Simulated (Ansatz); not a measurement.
# ZrHCl3: the relaxed shape and its frontier levels

What does ZrHCl3 look like as a singlet, and where do its frontier electrons sit?

The runs use Ansatz 0.2.0, Gaussian basis; RKS PBE0-D4/def2-TZVP.

Levels to be run: relaxation at r2SCAN-D4/def2-SVP; a search for the lowest solution at PBE0-D4/def2-SVP; a single point at PBE0-D4/def2-TZVP.

2 further runs of the same task are left out: 2 set aside as unsound or not needed. Runs told in other sessions of the task aren't counted.

## 1. Starting geometry

5 atoms, charge 0, spin multiplicity 1.

Atoms are counted from 1 here; the program's logs count them from 0.

Bond lengths: Zr1–H2 1.757 Å, Zr1–Cl3 2.274 Å, Zr1–Cl4 2.275 Å, Zr1–Cl5 2.274 Å. Angles: H2–Zr1–Cl3 117.2°, H2–Zr1–Cl4 117.2°, H2–Zr1–Cl5 117.2°, Cl3–Zr1–Cl4 100.7°, Cl3–Zr1–Cl5 100.8°, Cl4–Zr1–Cl5 100.8°.

Formally the metal is d0. Zr takes a core potential in the def2 sets. No spin-orbit coupling is included.

The start is a GFN2-xTB geometry.

## 2. Optimising with r2SCAN-D4/def2-SVP

File in.yaml:

```yaml
crystal:
  periodic: [false, false, false]
  atoms:
    - {symbol: Zr, position_ang: [0.002110, -0.003040, 0.272160]}
    - {symbol: H, position_ang: [0.015600, -0.018690, 2.028990]}
    - {symbol: Cl, position_ang: [2.016790, 0.012660, -0.782680]}
    - {symbol: Cl, position_ang: [-1.022010, 1.756390, -0.743040]}
    - {symbol: Cl, position_ang: [-1.012490, -1.747320, -0.775440]}
basis:
  gaussian: {orbitals: def2-SVP}
hamiltonian: {xc: r2scan, dispersion: d4}
scf: {omitted_lower_state_checks: [starts]}
output: {orbitals: {seedname: orbitals}}
relax: {f_tol: 0.02, max_steps: 100}
```

Command:

```bash
$ ansatz run in.yaml --threads 4 --pin off --events-out ev --progress --plain --max-ram 3916MiB
```

The runs that follow: Searching for the lowest solution, PBE0-D4/def2-SVP; Single point, PBE0-D4/def2-TZVP.

Before running them: what should the planned runs give, taken together? Wanted: point group; near neighbours of the metal; HOMO, LUMO at PBE0-D4/def2-TZVP; charge on the metal; dipole at r2SCAN-D4/def2-SVP.

As calculated:

| quantity | value |
| --- | --- |
| point group | C3v |
| near neighbours of the metal | H 1.83, Cl 2.33, Cl 2.33, Cl 2.33 Å |
| HOMO, LUMO at PBE0-D4/def2-TZVP | -9.22, -2.75 eV |
| charge on the metal (Mulliken, PBE0-D4/def2-TZVP) | +1.14 e |
| dipole at r2SCAN-D4/def2-SVP | 0.21 D |

What this shows: The molecule keeps its bonding pattern by the stored test; the atoms moved 0.27 Å (rms), and the angle Cl4–Zr1–Cl5 went from 101° to 114°. The metal has 4 near neighbours by the distance rule, from 1.83 to 2.33 Å. The Mulliken charge of the metal, +1.14 e, depends on the basis and isn't its oxidation state. No usable vibrations, so a minimum isn't proven. The HOMO lies nearest to H2 77 %; Zr1 17 % and the LUMO to Zr1 66 %; H2 13 %. Whether this spin is the lowest isn't tested here.
